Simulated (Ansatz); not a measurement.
# FH3O2Si2: the cost of one run

Program: Ansatz 0.2.0, Gaussian basis. Level of theory: the settings change from run to run. These are calculated values, not measurements.

### 1 The molecule

The structure was relaxed beforehand with PBE0-D4 in a triple-zeta def2 set.

8 atoms, charge 0, spin multiplicity 1.

Atoms are counted from 1 here; the program's logs count them from 0.

Bond lengths: O1–Si2 1.590 Å, O1–H6 0.984 Å, Si2–O3 1.543 Å, Si2–H7 1.465 Å, O3–Si4 1.869 Å, Si4–F5 1.714 Å, Si4–H8 1.531 Å. Angles: Si2–O1–H6 109.7°, O1–Si2–O3 124.2°, O1–Si2–H7 113.4°, O3–Si2–H7 122.2°, Si2–O3–Si4 128.2°, O3–Si4–F5 92.0°, O3–Si4–H8 91.0°, F5–Si4–H8 95.3°.

### 2 BHLYP/def2-TZVPD

The input, in.yaml:

```yaml
crystal:
  periodic: [false, false, false]
  atoms:
    - {symbol: O, position_ang: [-0.891339, 0.671748, 1.356214]}
    - {symbol: Si, position_ang: [0.549103, 0.031116, 1.150347]}
    - {symbol: O, position_ang: [1.123838, -0.386243, -0.218993]}
    - {symbol: Si, position_ang: [0.411248, -0.067730, -1.917029]}
    - {symbol: F, position_ang: [-1.068159, 0.492085, -1.258148]}
    - {symbol: H, position_ang: [-1.346572, 0.749241, 0.487436]}
    - {symbol: H, position_ang: [1.344610, -0.018020, 2.379115]}
    - {symbol: H, position_ang: [-0.030627, -1.529296, -2.034842]}
basis:
  gaussian: {orbitals: def2-TZVPD}
hamiltonian: {xc: {name: BHLYP}}
```

Run with:

```sh
$ ansatz run in.yaml --threads 2 --pin off --events-out ev --progress --plain --max-ram 4352MiB
```

**Question.** How long does this run take on 2 threads of Arm Neoverse N1, shared host, and how much memory does it need?

About 10 s, with a peak of 0.48 GiB.
